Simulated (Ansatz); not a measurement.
CrN2 in Ansatz: the effect of fixed moment

CrN2:

```xyz
6
Lattice="3.9018 0.0000 0.0000 0.0000 4.8095 0.0000 0.0000 0.0000 2.7842" Properties=species:S:1:pos:R:3 pbc="T T T"
Cr    0.0000    0.0000    0.0000
Cr    1.9509    2.4048    1.3921
N     3.3796    2.8317    0.0000
N     0.5222    1.9778    0.0000
N     1.4287    4.3825    1.3921
N     2.4731    0.4270    1.3921
```

The cell comes from a database or a generator and needn't be the stable form of this composition.

Alike in all runs:

```yaml
Program: Ansatz 0.2.0
Task: single point
Functional: PBEsol
Potentials_or_basis: Ansatz PAW
Cutoff: "420 eV (not typed: the program's choice for these potentials)"
k_mesh: 6 × 5 × 8
Occupations: fermi-dirac, width 0.05 eV
```

**Question.** One run gave: energy over the lowest run 226.5 meV/atom; pressure -17.7 GPa; largest force 0.10 eV/Å. Which fixed moment did it use?
A. 3
B. 0
C. 4.5
D. 7.5
E. 6

**Answer.** B.

```tsv
fixed moment	spin	starting moments	energy over the lowest run (meV/atom)	pressure (GPa)	largest force (eV/Å)
0	collinear spin, program default start	-	226.5	-17.7	0.10
1.5	collinear spin, ferromagnetic start	[0.75, 0.75, 0.0, 0.0, 0.0, 0.0] μB	157.7	-15.6	0.04
3	collinear spin, ferromagnetic start	[1.5, 1.5, 0.0, 0.0, 0.0, 0.0] μB	69.1	-13.1	0.04
4.5	collinear spin, ferromagnetic start	[2.25, 2.25, 0.0, 0.0, 0.0, 0.0] μB	0.0	-9.1	0.06
6	collinear spin, ferromagnetic start	[3.0, 3.0, 0.0, 0.0, 0.0, 0.0] μB	129.1	-2.4	0.75
7.5	collinear spin, ferromagnetic start	[3.75, 3.75, 0.0, 0.0, 0.0, 0.0] μB	330.7	6.1	1.39
9	collinear spin, ferromagnetic start	[4.5, 4.5, 0.0, 0.0, 0.0, 0.0] μB	705.8	18.8	2.86
12	collinear spin, ferromagnetic start	[6.0, 6.0, 0.0, 0.0, 0.0, 0.0] μB	1848.1	53.2	6.43
```

Caveats: the total moment is fixed, so each spin has its own Fermi level; the PAW data sets come from PBE, with cores solved anew for the run's functional, which leaves a small shift of forces and pressure; the thresholds are loose for stress; forces of over 1 eV/Å show positions far from the minimum, so gaps and moduli don't describe the material at rest (some runs); a pressure of tens of GPa on the cell as given is suspect, and the run, the potentials or the cell itself is likely at fault (some runs).
